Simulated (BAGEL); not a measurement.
# [SiAsNH5]− (SMILES N[SiH-][AsH2]): PBE0/def2-SVP (density fitting with qzvpp-jkfit)

What is the energy change on altering one bond length of [SiAsNH5]− at PBE0/def2-SVP (density fitting with qzvpp-jkfit)? 

The calculation is run with BAGEL 1.2.2.

3 further runs of the same task are left out: 3 that didn't finish.

**1. Starting point**

[SiAsNH5]− has 8 atoms, charge -1, and is taken as a singlet. As SMILES, `N[SiH-][AsH2]`. The shape comes from GFN2-xTB, which is rough for such elements, and wasn't checked as a minimum. This is one conformer, not always the lowest.

Bond lengths: N1–Si2 1.830 Å, Si2–As3 2.343 Å, N1–H4 1.015 Å, N1–H5 1.013 Å, Si2–H6 1.547 Å, As3–H7 1.524 Å, As3–H8 1.538 Å. Angles: N1–Si2–As3 98.9°, N1–Si2–H6 94.7°, As3–Si2–H6 95.3°, Si2–N1–H4 110.1°, Si2–N1–H5 110.2°, Si2–As3–H7 88.8°, Si2–As3–H8 93.0°, H4–N1–H5 105.8°, H7–As3–H8 88.0°.

**2. A single-point energy at PBE0/def2-SVP (density fitting with qzvpp-jkfit)**

The input, dft.json:

```json
{ "bagel" : [

{
  "title" : "molecule",
  "basis" : "svp",
  "df_basis" : "qzvpp-jkfit",
  "angstrom" : true,
  "geometry" : [
    { "atom" : "N", "xyz" : [      -0.838070,       0.864470,      -1.043310 ] },
    { "atom" : "Si", "xyz" : [       0.181640,       0.666620,       0.462990 ] },
    { "atom" : "As", "xyz" : [       0.693570,      -1.610740,       0.259590 ] },
    { "atom" : "H", "xyz" : [      -1.797180,       0.592360,      -0.853060 ] },
    { "atom" : "H", "xyz" : [      -0.876200,       1.839720,      -1.313450 ] },
    { "atom" : "H", "xyz" : [       1.486170,       1.165940,      -0.201560 ] },
    { "atom" : "H", "xyz" : [       1.593010,      -1.483900,       1.483590 ] },
    { "atom" : "H", "xyz" : [      -0.442930,      -2.034460,       1.205200 ] }
  ]
},

{ "title" : "ks", "xc_func" : "pbe0", "charge" : -1 },

{ "title" : "print", "file" : "orbitals.molden", "orbitals" : true }

]}
```

On the command line:

```bash
$ BAGEL_NUM_THREADS=1 BAGEL dft.json > dft.out
```

The log of the run:

```text
* using 1 threads per process

  ===============================================================
  ===============================================================

  *** Geometry ***

  { "atom" : "N", "xyz" : [     -1.583723,      1.633612,     -1.971570 ] },
  { "atom" : "Si", "xyz" : [      0.343250,      1.259729,      0.874924 ] },
  { "atom" : "As", "xyz" : [      1.310657,     -3.043857,      0.490554 ] },
  { "atom" : "H", "xyz" : [     -3.396178,      1.119398,     -1.612050 ] },
  { "atom" : "H", "xyz" : [     -1.655778,      3.476567,     -2.482061 ] },
  { "atom" : "H", "xyz" : [      2.808454,      2.203307,     -0.380893 ] },
  { "atom" : "H", "xyz" : [      3.010353,     -2.804165,      2.803579 ] },
  { "atom" : "H", "xyz" : [     -0.837016,     -3.844572,      2.277498 ] },

  Number of auxiliary basis functions:      561

  Since a DF basis is specified, we compute 2- and 3-index integrals:
    o Being stored without compression. Storage requirement is 0.036 GB

  Number of basis functions:       89
  Number of electrons      :       59

    * METHOD: MOLECULE                             0.30

  *** Kohn-Sham DFT ***

    * Removing 13781 points whose weight is below 1.00e-10
    * Grid points: 105467

  === Nuclear Repulsion ===
   237.7025815355

       - DIIS with orbital gradients will be used.

  === KS iteration (pbe0 / svp) ===
      0      -2489.33435110          0.08677554           0.46
      1      -2161.84021862          0.21419299           0.44
      2      -2304.40319647          0.09311353           0.44
      3      -2206.68401047          0.18795652           0.44
      4      -2437.24937307          0.15068735           0.44
      5      -2443.50857604          0.13364404           0.44
      6      -2558.94464238          0.10292010           0.44
      7      -2445.31467025          0.16037815           0.46
      8      -2428.36127428          0.16788682           0.45
      9      -2544.08171566          0.10953194           0.45
     10      -2579.94135290          0.05393873           0.45
     11      -2574.53367267          0.08381722           0.45
     12      -2581.72457049          0.03269975           0.45
     13      -2581.82210911          0.03213682           0.45
     14      -2582.25200332          0.00386948           0.45
     15      -2582.26215495          0.00106122           0.44
     16      -2582.26295989          0.00029936           0.45
     17      -2582.26301185          0.00006709           0.45
     18      -2582.26301476          0.00001490           0.44
     19      -2582.26301490          0.00000579           0.45
     20      -2582.26301492          0.00000179           0.45
     21      -2582.26301492          0.00000052           0.45
     22      -2582.26301492          0.00000012           0.45
     23      -2582.26301492          0.00000008           0.44
     24      -2582.26301492          0.00000003           0.44
     25      -2582.26301492          0.00000001           0.46
    * SCF iteration converged.

    * Permanent dipole moment:
           (    0.283442,     0.983947,     0.343239) a.u.

    * METHOD: KS                                  12.09

    * METHOD: PRINT                                0.01

  ===============================================================
```

It took 13 s on 1 thread of Arm Neoverse V2, shared host; peak memory 0.48 GiB.

**3. The distorted shape at the same level**

The input, input.json:

```json
{ "bagel": [

{
  "title": "molecule",
  "basis": "svp",
  "df_basis": "qzvpp-jkfit",
  "angstrom": true,
  "geometry": [
    { "atom": "N", "xyz": [      -0.973011,       0.845440,      -1.226945 ] },
    { "atom": "Si", "xyz": [       0.046699,       0.647590,       0.279355 ] },
    { "atom": "As", "xyz": [       0.558629,      -1.629770,       0.075955 ] },
    { "atom": "H", "xyz": [      -1.932121,       0.573330,      -1.036695 ] },
    { "atom": "H", "xyz": [      -1.011141,       1.820690,      -1.497085 ] },
    { "atom": "H", "xyz": [       1.351229,       1.146910,      -0.385195 ] },
    { "atom": "H", "xyz": [       1.593010,      -1.483900,       1.483590 ] },
    { "atom": "H", "xyz": [      -0.577871,      -2.053490,       1.021565 ] }
  ]
},

{
  "title": "ks",
  "xc_func": "pbe0",
  "charge": -1
},

{
  "title": "print",
  "file": "orbitals.molden",
  "orbitals": true
}

]}
```

On the command line:

```bash
$ BAGEL_NUM_THREADS=1 BAGEL input.json > input.out
```

The log of the run:

```text
* using 1 threads per process

  ===============================================================
  ===============================================================

  *** Geometry ***

  { "atom" : "N", "xyz" : [     -1.838724,      1.597650,     -2.318590 ] },
  { "atom" : "Si", "xyz" : [      0.088248,      1.223768,      0.527904 ] },
  { "atom" : "As", "xyz" : [      1.055656,     -3.079819,      0.143534 ] },
  { "atom" : "H", "xyz" : [     -3.651180,      1.083437,     -1.959070 ] },
  { "atom" : "H", "xyz" : [     -1.910780,      3.440605,     -2.829081 ] },
  { "atom" : "H", "xyz" : [      2.553453,      2.167346,     -0.727913 ] },
  { "atom" : "H", "xyz" : [      3.010353,     -2.804165,      2.803579 ] },
  { "atom" : "H", "xyz" : [     -1.092018,     -3.880534,      1.930478 ] },

  Number of auxiliary basis functions:      561

  Since a DF basis is specified, we compute 2- and 3-index integrals:
    o Being stored without compression. Storage requirement is 0.036 GB

  Number of basis functions:       89
  Number of electrons      :       59

    * METHOD: MOLECULE                             0.29

  *** Kohn-Sham DFT ***

    * Removing 13609 points whose weight is below 1.00e-10
    * Grid points: 105639

  === Nuclear Repulsion ===
   236.0231820075

       - DIIS with orbital gradients will be used.

  === KS iteration (pbe0 / svp) ===
      0      -2489.27343064          0.08539728           0.46
      1      -2162.84199937          0.21408640           0.44
      2      -2305.46342285          0.08878010           0.44
      3      -2204.94746694          0.19857829           0.44
      4      -2280.75213106          0.17629210           0.44
      5      -2438.02083143          0.14960555           0.44
      6      -2441.84161194          0.13835198           0.44
      7      -2432.73599425          0.17337650           0.44
      8      -2366.60311799          0.10022690           0.44
      9      -2525.84319577          0.25687310           0.44
[... 30 lines of this table left out ...]
     40      -2582.25254794          0.00000005           0.44
     41      -2582.25254794          0.00000003           0.44
     42      -2582.25254794          0.00000002           0.44
     43      -2582.25254794          0.00000000           0.45
    * SCF iteration converged.

    * Permanent dipole moment:
           (    0.402395,     0.969865,     0.480953) a.u.

    * METHOD: KS                                  19.93

    * METHOD: PRINT                                0.01

  ===============================================================
```

Run time: 20 s. Hardware: 1 thread of Arm Neoverse V2, shared host; peak memory 0.48 GiB.

**4. Results**

Level: PBE0/def2-SVP (density fitting with qzvpp-jkfit).

```
                                                              quantity           value
                                             first shape: total energy  -2582.26301 Eh
                                              first shape: HOMO energy         0.92 eV
                                              first shape: LUMO energy         5.48 eV
    first shape: HOMO–LUMO gap (to an unbound level, set by the basis)         4.56 eV
                                         distorted shape: total energy  -2582.25255 Eh
                                          distorted shape: HOMO energy         0.89 eV
                                          distorted shape: LUMO energy         4.62 eV
distorted shape: HOMO–LUMO gap (to an unbound level, set by the basis)         3.74 eV
    energy change with the As3–H7 bond stretched from 1.524 to 1.753 Å        0.285 eV
```

In words: With the As3–H7 bond stretched from 1.524 to 1.753 Å the energy rises by 0.28 eV (6.6 kcal/mol). The first shape isn't relaxed at this level, so the change isn't measured from a minimum. The HOMO (first shape) lies at positive energy, 0.92 eV; only total energies tell whether the electron is bound. The HOMO (distorted shape) lies at positive energy, 0.89 eV; only total energies tell whether the electron is bound.
